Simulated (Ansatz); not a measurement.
# PBE0/def2-SVP run of CH3ClF2Si (SMILES C[Si](F)(F)Cl)

What is the vertical ionisation energy of CH3ClF2Si at PBE0/def2-SVP? 

The calculation is run with Ansatz 0.2.0.

126 further runs of the same task are left out: 126 set aside as unsound or not needed.

### Step 1. The system as given

The species is CH3ClF2Si (8 atoms), meant as a singlet with charge 0. As SMILES, `C[Si](F)(F)Cl`. Geometry: relaxed at PBE0-D4/def2-TZVP.

Bond lengths: C1–Si2 1.832 Å, Si2–F3 1.582 Å, Si2–F4 1.582 Å, Si2–Cl5 2.029 Å, C1–H6 1.092 Å, C1–H7 1.092 Å, C1–H8 1.091 Å. Some angles: C1–Si2–F3 111.0°, C1–Si2–F4 111.0°, C1–Si2–Cl5 112.6°, F3–Si2–F4 106.6°, F3–Si2–Cl5 107.7°, F4–Si2–Cl5 107.8°, Si2–C1–H6 110.1°, Si2–C1–H7 110.4°, Si2–C1–H8 110.4°, H6–C1–H7 108.6°.

### Step 2. A single-point energy at PBE0/def2-SVP

input.yaml

```yaml
crystal:
  periodic: [false, false, false]
  atoms:
    - {symbol: C, position_ang: [-0.808500, -0.299000, 0.512200]}
    - {symbol: Si, position_ang: [0.690600, 0.151400, -0.439200]}
    - {symbol: F, position_ang: [1.987000, -0.472300, 0.219100]}
    - {symbol: F, position_ang: [0.616200, -0.415600, -1.914200]}
    - {symbol: Cl, position_ang: [0.963100, 2.158500, -0.560900]}
    - {symbol: H, position_ang: [-0.917100, -1.385400, 0.549800]}
    - {symbol: H, position_ang: [-0.740200, 0.080400, 1.533400]}
    - {symbol: H, position_ang: [-1.698800, 0.124800, 0.044100]}
basis:
  gaussian:
    orbitals: def2-SVP
magnetization:
  spin_polarized: false
  initial_magnetization: 0
hamiltonian:
  xc: {name: PBE0}
accuracy: high
output: {orbitals: {seedname: orbitals}}
```

Started as:

```
$ ansatz run input.yaml --threads 1 --pin off --max-ram 3480MiB --events-out events.jsonl --progress --plain --runs-dir runs
```

The log of the run:

```text
Warning: RAYON_NUM_THREADS=1 ignored (pool sized by the plan → 1); use --threads N
Functional definition: PBE0
  name "PBE0"
  parameter a = 0.25
  parameter kappa = 0.804
  parameter beta = 0.06672455060314922
  exchange = (1 - a)*pbe_x(kappa = kappa, mu = beta*pi^2/3) + a*exact_x
  correlation = pbe_c(beta = beta)
1970 factors; integrals over basis functions are off by at most 2.4e-8 eV
mean field evaluation 1: about -26894.1997 eV, gradient 5.3e1 eV
mean field evaluation 2: about -26892.3165 eV, gradient 6.3e1 eV
mean field evaluation 4: about -26899.6116 eV, gradient 1.4e0 eV
mean field evaluation 8: about -26899.8143 eV, gradient 1.0e-1 eV
mean field evaluation 16: about -26899.8143 eV, gradient 1.5e-5 eV
mean field -26899.81432975 eV, -988.5499432693 hartree, gradient 2.1e-8 eV, S^2 0.000000; 0 other end points of the search recorded, 0 dependent functions left out
reference -26899.81433185 eV, -988.5499433465 hartree; 29, 29 occupied and 64, 64 virtual orbitals, 1970 factors
Total energy: -26899.81433185 eV, -988.5499433465 hartree
```

Wall time 8.1 s (1 thread of Arm Neoverse V2, shared host); peak memory 0.33 GiB.

### Step 3. The doublet cation, same level

in.yaml

```yaml
crystal:
  periodic: [false, false, false]
  atoms:
    - {symbol: C, position_ang: [-0.808500, -0.299000, 0.512200]}
    - {symbol: Si, position_ang: [0.690600, 0.151400, -0.439200]}
    - {symbol: F, position_ang: [1.987000, -0.472300, 0.219100]}
    - {symbol: F, position_ang: [0.616200, -0.415600, -1.914200]}
    - {symbol: Cl, position_ang: [0.963100, 2.158500, -0.560900]}
    - {symbol: H, position_ang: [-0.917100, -1.385400, 0.549800]}
    - {symbol: H, position_ang: [-0.740200, 0.080400, 1.533400]}
    - {symbol: H, position_ang: [-1.698800, 0.124800, 0.044100]}
basis:
  gaussian:
    orbitals: def2-SVP
total_charge: 1
magnetization:
  spin_polarized: true
  initial_magnetization: 1
hamiltonian:
  xc: pbe0
accuracy: high
output:
  orbitals: {seedname: orbitals}
```

Started as:

```
$ ansatz run in.yaml --threads 1 --pin off --max-ram 3480MiB --events-out events.jsonl --progress --plain --runs-dir runs
```

The log of the run, cut to the lines that bear on the results:

```text
Warning: RAYON_NUM_THREADS=1 ignored (pool sized by the plan → 1); use --threads N
[... 7 set-up lines as earlier in the session ...]
1969 factors; integrals over basis functions are off by at most 2.4e-8 eV
mean field evaluation 1: about -26874.5746 eV, gradient 5.8e1 eV
mean field evaluation 2: about -26849.9490 eV, gradient 9.8e1 eV
mean field evaluation 4: about -26887.5207 eV, gradient 3.9e0 eV
mean field evaluation 8: about -26887.8154 eV, gradient 1.3e0 eV
mean field evaluation 16: about -26887.8368 eV, gradient 5.7e-3 eV
mean field evaluation 32: about -26887.8368 eV, gradient 1.6e-5 eV
mean field -26887.83675821 eV, -988.1097756338 hartree, gradient 4.7e-8 eV, S^2 0.756148; 4 other end points of the search recorded, 0 dependent functions left out
reference -26887.83676034 eV, -988.1097757123 hartree; 29, 28 occupied and 64, 65 virtual orbitals, 1969 factors
Total energy: -26887.83676034 eV, -988.1097757123 hartree
```

It took 24 s on 1 thread of Arm Neoverse V2, shared host; peak memory 0.48 GiB.

### Step 4. Summary of results

At PBE0/def2-SVP:

```
                                          quantity          value
                   singlet CH3ClF2Si: total energy  -988.54994 Eh
                    singlet CH3ClF2Si: HOMO energy       -9.51 eV
                    singlet CH3ClF2Si: LUMO energy        1.36 eV
                  singlet CH3ClF2Si: HOMO–LUMO gap       10.87 eV
                      doublet cation: total energy  -988.10978 Eh
doublet cation: HOMO energy (highest over α and β)      -16.45 eV
 doublet cation: LUMO energy (lowest over α and β)      -14.34 eV
                              doublet cation: ⟨S²⟩          0.756
vertical ionisation energy (to the doublet cation)      11.978 eV
```

What this shows: Removing an electron at fixed nuclei costs 11.98 eV (276 kcal/mol). −ε(HOMO) before ionisation, 9.51 eV, is 2.47 eV below this ionisation energy.
